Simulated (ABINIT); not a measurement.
Write the native input for ABINIT 10.8.3 (patched build) that does the following.

- Task: single point
- Functional: r2SCAN
- Potentials or basis: Ansatz PAW PBE generated set soft_1, frozen core
- Cutoff: 490 eV
- k mesh: 5 × 5 × 4
- Occupations: fermi-dirac, width 0.05 eV
- Spin: no spin polarisation
- Fine-grid cutoff: 979.61 eV

HPbNO4:

```
H Pb N O
1.0
     4.19923    0.11117    0.16817
     1.91600    3.89132    0.12568
     1.76085    1.25259    6.37266
H Pb N O
1 1 1 4
Cartesian
  6.1559 3.5396 4.2374
  3.9410 4.7367 5.7714
  2.1622 1.5295 2.0021
  6.1170 3.6060 5.2180
  2.2525 1.0554 0.8130
  2.1821 0.7481 2.9790
  2.0545 2.7723 2.1460
```

The cell was built by a generator and needn't be a form met in nature.

One way to write it, as run:

run.abi

```
# Pseudopotentials
pp_dirpath "./"
pseudos "H.GGA_PBE-ansatz_soft_1.xml, Pb.GGA_PBE-ansatz_soft_1.xml, N.GGA_PBE-ansatz_soft_1.xml, O.GGA_PBE-ansatz_soft_1.xml"

# Structure
acell 4.2040661877 4.3392652379 6.7290690222 Angstrom
rprim
     0.9988496404     0.0264434467     0.0400017489
     0.4415494087     0.8967693346     0.0289634289
     0.2616781005     0.1861461067     0.9470344232
ntypat 4
znucl 1 82 7 8
natom 7
typat 1 2 3 4 4 4 4
xred
     0.8914500000     0.6820200000     0.6279600000
     0.1442600000     0.9287200000     0.8835200000
     0.2567000000     0.2886100000     0.3017100000
     0.8310800000     0.6505600000     0.7840500000
     0.3869400000     0.2238000000     0.1129500000
     0.3110400000     0.0357600000     0.4585600000
     0.0772600000     0.6063300000     0.3227500000
chkprim 0
chksymtnons 0
tolsym 1.0e-6

# Plane-wave basis
ecut 18.0
pawecutdg 36.0
pawovlp -1

# k points
kptopt 1
ngkpt 5 5 4
nshiftk 1
shiftk 0.0 0.0 0.0

# Exchange and correlation
ixc -497498
usekden 1
pawxcdev 0

# Bands and occupations
nband 27
occopt 3
tsmear 0.05 eV

# SCF cycle
nstep 100
tolvrs 1.0e-7

# Output
iomode 3
prtwf 0
prtden 0
prteig 0
prtebands 0
enunit 1
```

Potentials or basis: Ansatz PAW PBE generated set soft_1, frozen core.

Launch:

```bash
$ mpirun --bind-to none -np 4 abinit run.abi > log 2>&1
```

It gave:

```json
{"Pressure": "-3.3 GPa", "Largest force": "0.673 eV/Å", "Band gap on the k mesh": "3.22 eV, direct"}
```

Caveat: the atomic spheres overlap; the PAW data sets were made with another functional, which shifts forces and pressure a little; spin-orbit coupling is left out, which as a rule narrows the gap of such compounds by several tenths of an eV; an odd mesh through Γ misses points on the zone boundary, where band edges often lie.

Wall time 3.2 min on 4 MPI ranks on Arm Neoverse V1, on a shared host, peak memory 1.2 GiB a rank.
